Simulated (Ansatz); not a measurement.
**C2HGa (triplet): relaxing a cheap start**

Aim: relax a generated start of C2HGa (triplet) and see which bonds hold.

The runs use Ansatz 0.2.0, Gaussian basis; UKS PBE0/def2-TZVP.

## (1) The system as given

4 atoms, charge 0, spin multiplicity 3.

Atoms are counted from 1 here; the program's logs count them from 0.

Bond lengths: C1–C2 1.226 Å, C2–Ga3 2.045 Å, Ga3–H4 1.811 Å. Angles: C1–C2–Ga3 117.3°, C2–Ga3–H4 109.2°.

The start was built by rule and, where that kept it together, relaxed with GFN2-xTB. Sticks and bond lists go by distance. No spin-orbit coupling is included. 

## (2) Relaxation

in.yaml

```yaml
crystal:
  periodic: [false, false, false]
  atoms:
    - {symbol: C, position_ang: [-2.239140, -0.137288, 0.001111]}
    - {symbol: C, position_ang: [-1.308731, 0.661188, 0.006249]}
    - {symbol: Ga, position_ang: [0.585420, -0.108350, -0.001380]}
    - {symbol: H, position_ang: [1.781004, 1.252114, 0.007748]}
basis:
  gaussian: {orbitals: def2-TZVP}
magnetization: {spin_polarized: true, initial_magnetization: 2}
hamiltonian: {xc: pbe0}
relax: {f_tol: 0.004, max_steps: 80}
```

The run is started by

```
ansatz run in.yaml --threads 1 --pin off --events-out ev --progress --plain --max-ram 2176MiB
```

**Question.** What will these runs give? Wanted: energy gained; shift from the start; total energy; dipole moment; ⟨S²⟩.

The runs gave:

```
                  quantity           value
                     steps               9
             energy gained        0.383 eV
shift from the start (rms)         0.212 Å
              total energy  -54453.0685 eV
             dipole moment          1.34 D
                      ⟨S²⟩           2.029
```

What this shows: The bonds of the start are those of the end. Ga3–H4 went from 1.811 to 1.589 Å. No vibrations were run, so this is a stationary point, not a proven minimum, and this spin need not be the ground state's.
